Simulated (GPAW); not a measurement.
SiSe:

```
CELL_PARAMETERS angstrom
3.59520 0.00000 0.00000
-1.79760 3.11353 0.00000
0.00000 0.00000 3.59873
ATOMIC_POSITIONS crystal
Si 0.66667 0.33333 0.50000
Se 0.00000 0.00000 0.00000
```

The cell was built by a generator and needn't be a form met in nature.

Base run:

```yaml
Program: GPAW 26.7.0
Functional: BLYP
Potentials_or_basis: PAW data sets generated in the run's folder for this functional
Cutoff: 600 eV
Basis: pw
k_mesh: 9 × 9 × 7
Occupations: fermi-dirac, width 0.05 eV
Spin: no spin polarisation
```

Its results: pressure 7.1 GPa.

Task: After a change of settings the same cell gave: pressure 0.9 GPa. Which change was it?
A. functional from BLYP to PW91
B. functional from BLYP to LDA; potentials or basis from PAW data sets generated in the run's folder for this functional to the program's PAW data sets (release 1.2.1) made for this functional
C. functional from BLYP to PBEsol
D. functional from BLYP to SCAN; potentials or basis from PAW data sets generated in the run's folder for this functional to GPAW PAW data sets (gpaw-data 1.2.1)

Result: A.

PW91 binds more tightly than BLYP, so the same cell stands under less pressure.

Runs at the PBE level aren't shown here.
